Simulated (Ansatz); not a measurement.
**AlClOF (SMILES [O][Al]([F])[Cl]): UBLYP/6-311+G(d,p)**

Aim: the electronic atomisation energy of AlClOF at UBLYP/6-311+G**, from 5 runs. 

The calculation is run with Ansatz 0.2.0.

70 further runs of the same task are left out: 2 that didn't finish, 68 set aside as unsound or not needed. Runs told in other sessions of the task aren't counted.

## Step 1: The molecule

AlClOF has 4 atoms, charge 0, and is taken as a doublet. As SMILES, `[O][Al]([F])[Cl]`. Geometry: relaxed at PBE0-D4/def2-TZVP.

Bond lengths: O1–Al2 1.724 Å, Al2–F3 1.632 Å, Al2–Cl4 2.063 Å. Angles: O1–Al2–F3 118.6°, O1–Al2–Cl4 118.4°, F3–Al2–Cl4 122.9°.

## Step 2: A single-point energy at UBLYP/6-311+G(d,p)

Input file molecule.yaml:

```yaml
crystal:
  periodic: [false, false, false]
  atoms:
    - {symbol: O, position_ang: [0.993300, 0.591700, 1.294800]}
    - {symbol: Al, position_ang: [0.061900, -0.095200, 0.016700]}
    - {symbol: F, position_ang: [0.278100, -1.671200, -0.348900]}
    - {symbol: Cl, position_ang: [-1.277700, 1.114400, -0.982900]}
basis:
  gaussian:
    orbitals: 6-311+G_st__st_-spherical.json
total_charge: 0
magnetization:
  spin_polarized: true
  initial_magnetization: 1
hamiltonian:
  xc: {name: BLYP}
accuracy: high
output: {orbitals: {seedname: orbitals}}
```

The basis set 6-311+G** is read from a file made from the Basis Set Exchange's data (not shown).

Launch:

```bash
ansatz run molecule.yaml --threads 1 --pin off --max-ram 3480MiB --events-out events.jsonl --progress --plain --runs-dir runs
```

Log:

```text
Warning: RAYON_NUM_THREADS=1 ignored (pool sized by the plan → 1); use --threads N
Functional definition: BLYP
  name "BLYP"
  parameter beta = 0.0042
  parameter a = 0.04918
  parameter b = 0.132
  parameter c = 0.2533
  parameter d = 0.349
  exchange = b88_x(beta = beta)
  correlation = lyp_c(a = a, b = b, c = c, d = d)
1717 factors; integrals over basis functions are off by at most 4.5e-9 eV
mean field evaluation 1: about -23865.2153 eV, gradient 7.0e1 eV
mean field evaluation 2: about -23601.9591 eV, gradient 1.6e2 eV
mean field evaluation 4: about -23849.4064 eV, gradient 9.5e1 eV
mean field evaluation 8: about -23887.9161 eV, gradient 1.1e0 eV
mean field evaluation 16: about -23887.9162 eV, gradient 1.5e-3 eV
mean field evaluation 32: about -23878.9215 eV, gradient 3.1e1 eV
mean field evaluation 64: about -23887.6801 eV, gradient 1.3e0 eV
mean field -23887.91615808 eV, -877.8647269982 hartree, gradient 5.7e-8 eV, S^2 0.752859; 6 other end points of the search recorded, 0 dependent functions left out
reference -23887.91621278 eV, -877.8647290085 hartree; 24, 23 occupied and 80, 81 virtual orbitals, 1717 factors
Total energy: -23887.91621278 eV, -877.8647290085 hartree
```

Wall time 25 s (1 thread of Arm Neoverse V1, shared host); peak memory 0.3 GiB.

## Step 3: The Al atom

Input file in.yaml:

```yaml
crystal:
  periodic: [false, false, false]
  atoms:
    - symbol: Al
      position_ang: [0.000000, 0.000000, 0.000000]
basis:
  gaussian:
    orbitals: 6-311+G_st__st_-spherical.json
total_charge: 0
magnetization:
  spin_polarized: true
  initial_magnetization: 1
hamiltonian:
  xc: {name: BLYP}
accuracy: high
```

The basis set 6-311+G** is read from a file made from the Basis Set Exchange's data (not shown).

Run the same way, it converges to -242.37355 Eh (log not shown).

## Step 4: The Cl atom at the same level

Input file in.yaml:

```yaml
basis:
  gaussian: {orbitals: 6-311+G_st__st_-spherical.json}
crystal:
  periodic: [false, false, false]
  atoms:
    - {symbol: Cl, position_ang: [0.000000, 0.000000, 0.000000]}
magnetization: {spin_polarized: true, initial_magnetization: 1}
hamiltonian: {xc: {name: BLYP}}
accuracy: high
```

The basis set 6-311+G** is read from a file made from the Basis Set Exchange's data (not shown).

Run the same way, it converges to -460.15065 Eh (log not shown).

## Step 5: The F atom at the same level

Input file run.yaml:

```yaml
crystal:
  periodic: [false, false, false]
  atoms:
    - {symbol: F, position_ang: [0.000000, 0.000000, 0.000000]}
basis:
  gaussian: {orbitals: 6-311+G_st__st_.json}
hamiltonian: {xc: {name: BLYP}}
accuracy: high
magnetization: {spin_polarized: true, initial_magnetization: 1}
```

The basis set 6-311+G** is read from a file made from the Basis Set Exchange's data (not shown).

Launch:

```bash
ansatz run run.yaml --threads 1 --pin off --max-ram 3480MiB --events-out events.jsonl --progress --plain --runs-dir runs
```

Log, shortened:

```text
Warning: RAYON_NUM_THREADS=1 ignored (pool sized by the plan → 1); use --threads N
[... 9 set-up lines as earlier in the session ...]
175 factors; integrals over basis functions are off by at most 3.7e-9 eV
mean field evaluation 1: about -2714.2809 eV, gradient 6.8e0 eV
mean field evaluation 2: about -2714.2609 eV, gradient 7.1e0 eV
mean field evaluation 4: about -2714.3911 eV, gradient 1.9e-2 eV
mean field evaluation 8: about -2714.3911 eV, gradient 4.2e-4 eV
mean field evaluation 16: about -2714.3906 eV, gradient 1.5e-1 eV
mean field evaluation 32: about -2714.3911 eV, gradient 1.4e-7 eV
mean field -2714.39114130 eV, -99.7520345626 hartree, gradient 5.8e-9 eV, S^2 0.751140; 8 other end points of the search recorded, 0 dependent functions left out
reference -2714.39117277 eV, -99.7520357187 hartree; 5, 4 occupied and 17, 18 virtual orbitals, 175 factors
Total energy: -2714.39117277 eV, -99.7520357187 hartree
```

It took 1.2 s on 1 thread of Arm Neoverse V1, shared host.

## Step 6: The O atom

Input file run.yaml:

```yaml
crystal:
  periodic: [false, false, false]
  atoms:
    - {symbol: O, position_ang: [0.000000, 0.000000, 0.000000]}
basis:
  gaussian:
    orbitals: 6-311+G_st__st_.json
magnetization:
  spin_polarized: true
  initial_magnetization: 2
hamiltonian:
  xc: {name: BLYP}
accuracy: high
```

The basis set 6-311+G** is read from a file made from the Basis Set Exchange's data (not shown).

Launch:

```bash
ansatz run run.yaml --threads 1 --pin off --max-ram 3480MiB --events-out events.jsonl --progress --plain --runs-dir runs
```

Log, shortened:

```text
Warning: RAYON_NUM_THREADS=1 ignored (pool sized by the plan → 1); use --threads N
[... 9 set-up lines as earlier in the session ...]
174 factors; integrals over basis functions are off by at most 3.4e-9 eV
mean field evaluation 1: about -2042.6998 eV, gradient 9.8e0 eV
mean field evaluation 2: about -2042.5697 eV, gradient 1.1e1 eV
mean field evaluation 4: about -2043.0107 eV, gradient 2.3e-2 eV
mean field evaluation 8: about -2043.0109 eV, gradient 1.5e-4 eV
mean field evaluation 16: about -2042.8656 eV, gradient 6.1e0 eV
mean field evaluation 32: about -2043.0109 eV, gradient 5.8e-9 eV
mean field evaluation 64: about -2043.0109 eV, gradient 6.2e-4 eV
mean field -2043.01089405 eV, -75.0792655540 hartree, gradient 1.5e-8 eV, S^2 2.003037; 9 other end points of the search recorded, 0 dependent functions left out
reference -2043.01092702 eV, -75.0792667656 hartree; 5, 3 occupied and 17, 19 virtual orbitals, 174 factors
Total energy: -2043.01092702 eV, -75.0792667656 hartree
```

It took 1.3 s on 1 thread of Arm Neoverse V1, shared host.

## Step 7: Summary of results

At UBLYP/6-311+G**:

| quantity | value |
| --- | --- |
| molecule: total energy | -877.86473 Eh |
| molecule: HOMO energy (highest over α and β) | -7.90 eV |
| molecule: LUMO energy (lowest over α and β) | -7.01 eV |
| molecule: ⟨S²⟩ | 0.753 |
| Al atom: total energy | -242.37355 Eh |
| Al atom: ⟨S²⟩ | 0.752 |
| Cl atom: total energy | -460.15065 Eh |
| Cl atom: ⟨S²⟩ | 0.751 |
| F atom: total energy | -99.75204 Eh |
| F atom: ⟨S²⟩ | 0.751 |
| O atom: total energy | -75.07927 Eh |
| O atom: ⟨S²⟩ | 2.003 |
| electronic atomisation energy | 13.857 eV |

Taking the molecule apart into free atoms costs 13.86 eV (320 kcal/mol), before zero-point energy and without spin-orbit coupling.
